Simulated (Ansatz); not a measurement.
# C₄H₁₁B: small, medium and large basis sets

Aim: see how fast density functionals converge with the basis set for C₄H₁₁B.

Computed with Ansatz 0.2.0, Gaussian basis. Level: one geometry, several basis sets.

Levels to be run: PBE0-D4/def2-SVP; ωB97M-V/def2-SVP; PBE0-D4/def2-QZVPP; ωB97M-V/def2-QZVPP; the functionals' def2-TZVPP values are taken from earlier runs.

## 1. Structure used throughout

An earlier PBE0-D4 in a triple-zeta def2 set relaxation fixed the geometry.

SMILES `CCBCC`, 16 atoms, charge 0, spin multiplicity 1.

Atoms are counted from 1 here; the program's logs count them from 0.

Bond lengths: C1–C2 1.524 Å, C1–H6 1.093 Å, C1–H7 1.093 Å, C1–H8 1.093 Å, C2–B3 1.559 Å, C2–H9 1.097 Å, C2–H10 1.107 Å, B3–C4 1.558 Å, B3–H11 1.207 Å, C4–C5 1.524 Å, C4–H12 1.107 Å, C4–H13 1.097 Å, C5–H14 1.093 Å, C5–H15 1.093 Å, C5–H16 1.093 Å. Angles: C2–C1–H6 111.0°, C2–C1–H7 112.2°, C2–C1–H8 111.1°, H6–C1–H7 107.9°, H6–C1–H8 107.1°, H7–C1–H8 107.3°, C1–C2–B3 117.6°, C1–C2–H9 111.4°, C1–C2–H10 109.2°, B3–C2–H9 111.7°, B3–C2–H10 101.8°, H9–C2–H10 103.8°, C2–B3–C4 122.3°, C2–B3–H11 118.8°, C4–B3–H11 118.9°, B3–C4–C5 117.6°, B3–C4–H12 101.8°, B3–C4–H13 111.6° and more.

## 2. PBE0-D4 in def2-SVP

File in.yaml:

```yaml
crystal:
  periodic: [false, false, false]
  atoms:
    - {symbol: C, position_ang: [1.482935, 1.796567, -1.255798]}
    - {symbol: C, position_ang: [1.018960, 1.015008, -0.032876]}
    - {symbol: B, position_ang: [-0.198153, 0.057311, -0.207549]}
    - {symbol: C, position_ang: [-0.415711, -1.187872, 0.704072]}
    - {symbol: C, position_ang: [-1.840211, -1.702433, 0.869732]}
    - {symbol: H, position_ang: [0.649895, 2.330644, -1.719221]}
    - {symbol: H, position_ang: [2.255180, 2.529554, -1.009046]}
    - {symbol: H, position_ang: [1.898568, 1.128733, -2.014774]}
    - {symbol: H, position_ang: [1.858960, 0.515735, 0.465089]}
    - {symbol: H, position_ang: [0.641625, 1.722510, 0.729809]}
    - {symbol: H, position_ang: [-0.999692, 0.288511, -1.079308]}
    - {symbol: H, position_ang: [0.191526, -1.955137, 0.187116]}
    - {symbol: H, position_ang: [0.082693, -1.070120, 1.674013]}
    - {symbol: H, position_ang: [-2.313831, -1.865150, -0.101453]}
    - {symbol: H, position_ang: [-2.458089, -0.981902, 1.411844]}
    - {symbol: H, position_ang: [-1.877555, -2.644458, 1.422652]}
basis:
  gaussian: {orbitals: def2-SVP}
hamiltonian: {xc: pbe0, dispersion: d4}
output: {orbitals: {seedname: orbitals}}
```

The run is started by

```sh
> ansatz run in.yaml --threads 4 --pin off --events-out ev --progress --plain --max-ram 10444MiB
```

Log:

```text
Functional definition: PBE0
  name "PBE0"
  cite "Adamo & Barone, J. Chem. Phys. 110, 6158 (1999) doi:10.1063/1.478522"
  cite "Perdew, Burke & Ernzerhof, Phys. Rev. Lett. 77, 3865 (1996) doi:10.1103/PhysRevLett.77.3865"
  parent pbe
  parameter a = 0.25
  parameter kappa = 0.804
  parameter beta = 0.06672455060314922
  exchange = (1 - a)*pbe_x(kappa = kappa, mu = beta*pi^2/3) + a*exact_x
  correlation = pbe_c(beta = beta)
1424 factors; their error is unknown
mean field evaluation 1: about -4984.4414 eV, gradient 6.1e1 eV
mean field evaluation 2: about -4982.6268 eV, gradient 6.6e1 eV
mean field evaluation 4: about -4993.8991 eV, gradient 5.7e-1 eV
mean field evaluation 8: about -4993.8769 eV, gradient 2.5e-1 eV
mean field -4993.87700066 eV, -183.5215948029 hartree, gradient 5.9e-5 eV, S^2 0.000000; 0 other end points of the search recorded, 0 dependent functions left out
reference -4993.87703023 eV, -183.5215958894 hartree; 20, 20 occupied and 105, 105 virtual orbitals, 1424 factors
Total energy: -4994.09534472 eV, -183.5296187990 hartree
```

Run time: 1.9 s. Hardware: 4 threads of AMD EPYC, shared host.

## 3. ωB97M-V in def2-SVP

Edit in.yaml of step 2 so:

```diff
@@ -21,3 +21,3 @@
   gaussian: {orbitals: def2-SVP}
-hamiltonian: {xc: pbe0, dispersion: d4}
+hamiltonian: {xc: {name: wB97M-V}}
 output: {orbitals: {seedname: orbitals}}
```

The command is unchanged.

Log, shortened:

```text
Functional definition: wB97M-V
  name "wB97M-V"
  cite "Mardirossian & Head-Gordon, J. Chem. Phys. 144, 214110 (2016) doi:10.1063/1.4952647"
  cite "Becke, J. Chem. Phys. 107, 8554 (1997) doi:10.1063/1.475007"
  cite "Vydrov & Van Voorhis, J. Chem. Phys. 133, 244103 (2010) doi:10.1063/1.3521275"
  # Of w^i u^j: cxij and so on, Table III.
[...]
  gx(w, u) = 1 - cx + cx01*u + cx10*w
  gss(w, u) = css00 + css04*u^4 + css10*w + css20*w^2 + css43*w^4*u^3
  gos(w, u) = cos00 + cos10*w + (cos20 + cos21*u)*w^2 + (cos60 + cos61*u)*w^6
[...]
      + integral(e_c_pw_mod_opposite_spin*gos(b97_w_opposite, b97_u_opposite)) + vv10(b, c)
1424 factors; their error is unknown
386 factors; integrals over basis functions are off by at most 8.7e-6 eV
[...]
mean field -4996.72859933 eV, -183.6263891212 hartree, gradient 1.8e-5 eV, S^2 0.000000; 0 other end points of the search recorded, 0 dependent functions left out
reference -4996.72864756 eV, -183.6263908935 hartree; 20, 20 occupied and 105, 105 virtual orbitals, 1424 factors
Total energy: -4996.72864756 eV, -183.6263908935 hartree
```

Run time: 5.5 s. Hardware: 4 threads of AMD EPYC, shared host.

## 4. PBE0-D4 in def2-QZVPP

Edit in.yaml of step 3 so:

```diff
@@ -20,4 +20,4 @@
 basis:
-  gaussian: {orbitals: def2-SVP}
-hamiltonian: {xc: {name: wB97M-V}}
+  gaussian: {orbitals: "def2-QZVPP.json"}
+hamiltonian: {xc: pbe0, dispersion: d4}
 output: {orbitals: {seedname: orbitals}}
```

Launched as before.

Log:

```text
Functional definition: PBE0
  name "PBE0"
  cite "Adamo & Barone, J. Chem. Phys. 110, 6158 (1999) doi:10.1063/1.478522"
  cite "Perdew, Burke & Ernzerhof, Phys. Rev. Lett. 77, 3865 (1996) doi:10.1103/PhysRevLett.77.3865"
  parent pbe
  parameter a = 0.25
  parameter kappa = 0.804
  parameter beta = 0.06672455060314922
  exchange = (1 - a)*pbe_x(kappa = kappa, mu = beta*pi^2/3) + a*exact_x
  correlation = pbe_c(beta = beta)
1587 factors; their error is unknown
mean field evaluation 1: about -4984.9962 eV, gradient 7.9e1 eV
mean field evaluation 2: about -4979.4844 eV, gradient 8.8e1 eV
mean field evaluation 4: about -4999.5523 eV, gradient 1.2e0 eV
mean field evaluation 8: about -4999.5557 eV, gradient 1.9e-2 eV
mean field evaluation 16: about -4999.5512 eV, gradient 6.5e-5 eV
mean field -4999.55122523 eV, -183.7301187096 hartree, gradient 6.5e-5 eV, S^2 0.000000; 0 other end points of the search recorded, 0 dependent functions left out
reference -4999.55127282 eV, -183.7301204586 hartree; 20, 20 occupied and 595, 595 virtual orbitals, 1587 factors
Total energy: -4999.76958731 eV, -183.7381433682 hartree
```

Wall time 17 s (4 threads of AMD EPYC, shared host); peak memory 2.2 GiB.

## 5. ωB97M-V in def2-QZVPP

Edit in.yaml of step 4 so:

```diff
@@ -21,3 +21,3 @@
   gaussian: {orbitals: "def2-QZVPP.json"}
-hamiltonian: {xc: pbe0, dispersion: d4}
+hamiltonian: {xc: {name: wB97M-V}}
 output: {orbitals: {seedname: orbitals}}
```

Launched as before.

Log, shortened:

```text
Functional definition: wB97M-V
  name "wB97M-V"
  cite "Mardirossian & Head-Gordon, J. Chem. Phys. 144, 214110 (2016) doi:10.1063/1.4952647"
  cite "Becke, J. Chem. Phys. 107, 8554 (1997) doi:10.1063/1.475007"
  cite "Vydrov & Van Voorhis, J. Chem. Phys. 133, 244103 (2010) doi:10.1063/1.3521275"
  # Of w^i u^j: cxij and so on, Table III.
[...]
  gx(w, u) = 1 - cx + cx01*u + cx10*w
  gss(w, u) = css00 + css04*u^4 + css10*w + css20*w^2 + css43*w^4*u^3
  gos(w, u) = cos00 + cos10*w + (cos20 + cos21*u)*w^2 + (cos60 + cos61*u)*w^6
[...]
      + integral(e_c_pw_mod_opposite_spin*gos(b97_w_opposite, b97_u_opposite)) + vv10(b, c)
1587 factors; their error is unknown
504 factors; integrals over basis functions are off by at most 6.0e-6 eV
[...]
mean field -5002.78602373 eV, -183.8489953620 hartree, gradient 4.5e-5 eV, S^2 0.000000; 0 other end points of the search recorded, 0 dependent functions left out
reference -5002.78609939 eV, -183.8489981422 hartree; 20, 20 occupied and 595, 595 virtual orbitals, 1587 factors
Total energy: -5002.78609939 eV, -183.8489981422 hartree
```

It took 37 s on 4 threads of AMD EPYC, shared host; peak memory 2.7 GiB.

## 6. Density functionals: the series

The def2-TZVPP values come from earlier runs at the same geometry.

```tsv
functional	basis	functions	energy (eV)	from the largest (eV)	HOMO (eV)	LUMO (eV)
PBE0-D4	def2-SVP	125	-4994.0953	5.674	-8.23	-0.54
PBE0-D4	def2-TZVPP	309	-4999.4715	0.298	-8.25	-0.66
PBE0-D4	def2-QZVPP	615	-4999.7696	0.000	-8.25	-0.69
ωB97M-V	def2-SVP	125	-4996.7286	6.057	-10.53	1.48
ωB97M-V	def2-TZVPP	309	-5002.4940	0.292	-10.55	1.23
ωB97M-V	def2-QZVPP	615	-5002.7861	0.000	-10.55	1.10
```

## 7. Outcome

```
                                       quantity          value
PBE0-D4: double and triple zeta above quadruple  5.67, 0.30 eV
ωB97M-V: double and triple zeta above quadruple  6.06, 0.29 eV
```

What this shows: PBE0-D4 gains 5.38 eV from double to triple zeta, then 0.30 eV more. These are total energies; as a rule much of such shifts cancels in differences, which this series doesn't test.

For PBE0-D4 the largest set took about 9 times as long as the smallest (17 s against 1.9 s).
